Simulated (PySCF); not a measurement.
**Re2O7: other functionals and bases at one geometry**

One table from this session's results is given with a row withheld; the runs are named, their logs left out.

Program: PySCF 2.14.0. Level of theory: several levels, as the steps say, no spin–orbit coupling. These are calculated values, not measurements.

3 further runs of the same task are left out: 2 for a known fault of the program, 1 that didn't finish.

**The starting structure**

9 atoms, charge 0, spin multiplicity 1.

Bond lengths: Re1–O3 1.878 Å, Re1–O4 1.691 Å, Re1–O6 1.691 Å, Re1–O7 1.691 Å, Re2–O3 1.878 Å, Re2–O5 1.691 Å, Re2–O8 1.691 Å, Re2–O9 1.691 Å. Angles: O3–Re1–O4 110.4°, O3–Re1–O6 110.4°, O3–Re1–O7 110.5°, O4–Re1–O6 108.4°, O4–Re1–O7 108.5°, O6–Re1–O7 108.5°, O3–Re2–O5 110.4°, O3–Re2–O8 110.5°, O3–Re2–O9 110.4°, O5–Re2–O8 108.5°, O5–Re2–O9 108.4°, O8–Re2–O9 108.5°, Re1–O3–Re2 179.8°.

Geometry (Å):

```xyz
9
charge 0, multiplicity 1
Re   -0.0358    0.4698    1.8181
Re   -0.0358   -0.4698   -1.8181
O    -0.0394    0.0000    0.0000
O    -1.2803    1.5666    2.1465
O    -1.2803   -1.5666   -2.1465
O     1.4357    1.1889    2.2384
O    -0.2584   -0.9006    2.7833
O    -0.2584    0.9006   -2.7833
O     1.4357   -1.1889   -2.2384
```

Formal oxidation states: Re +7. An earlier session relaxed this geometry at PBE0, Re def2-SVP with ECP60, O def2-SVP (singlet, point group D3).

At PBE0 on the finer grid: E = -682.400522 Eh, HOMO -10.38 eV, LUMO -3.93 eV, Mulliken charge on Re1 +1.37 e, largest force component 0.008 eV/Å. 

Levels to run: CAM-B3LYP; B3LYP; revPBE; wB97X; PBE0, TZVP. Hardware: 4 threads of AMD EPYC 7R43 (Zen 3), shared host.

The first run:

run.py (the lines that set the calculation) reads:

```python
mol = gto.M(atom='''
Re    -0.03576     0.46985     1.81809
Re    -0.03576    -0.46985    -1.81809
O     -0.03941     0.00000     0.00000
O     -1.28026     1.56658     2.14646
O     -1.28026    -1.56658    -2.14646
O      1.43571     1.18890     2.23835
O     -0.25842    -0.90065     2.78328
O     -0.25842     0.90065    -2.78328
O      1.43571    -1.18890    -2.23835''',
    basis={'Re': 'def2-SVP', 'O': 'def2-SVP'},
    ecp={'Re': 'def2-SVP'},
    charge=0, spin=0)
mf = dft.RKS(mol, xc='CAMB3LYP')
mf.grids.atom_grid = (75, 302)
mf = mf.density_fit()  # fitting sets: Re def2-universal-JKFIT, O def2-universal-JKFIT
mf.conv_tol = 1e-08; mf.max_cycle = 55
mf.kernel(dm0)  # dm0: the density of the relaxed state
```

Launch:

```bash
$ OMP_NUM_THREADS=4 python run.py
```

Steps of the session up to this table: CAM-B3LYP; B3LYP; revPBE; wB97X; PBE0, TZVP.

One of the session's tables, all rows but one given; the rest of the session is left out.

```
              level  HOMO (eV)  gap (eV)  charge on Re1 (e)  largest force component (eV/Å)
PBE0 (relaxed here)     -10.38      6.45               1.37                            0.01
          CAM-B3LYP     -11.74      8.89               1.32                            0.27
              B3LYP          ?         ?                  ?                               ?
             revPBE      -8.56      4.20               1.21                            1.51
              wB97X     -12.76     10.91               1.36                            0.72
         PBE0, TZVP     -10.31      6.40               1.59                            0.08
```

Estimate the missing values for B3LYP.

The run gave: HOMO (eV): -10.03; gap (eV): 5.96; charge on Re1 (e): 1.32; largest force component (eV/Å): 0.72. In the column «HOMO (eV)» it lies between PBE0, TZVP (-10.31) and revPBE (-8.56).

In one basis the HOMO–LUMO gap runs from 4.20 eV (revPBE) to 10.91 eV (wB97X). The largest leftover force, 1.51 eV/Å with revPBE, stands at a geometry relaxed at another level. Total energies of different levels can't be compared.
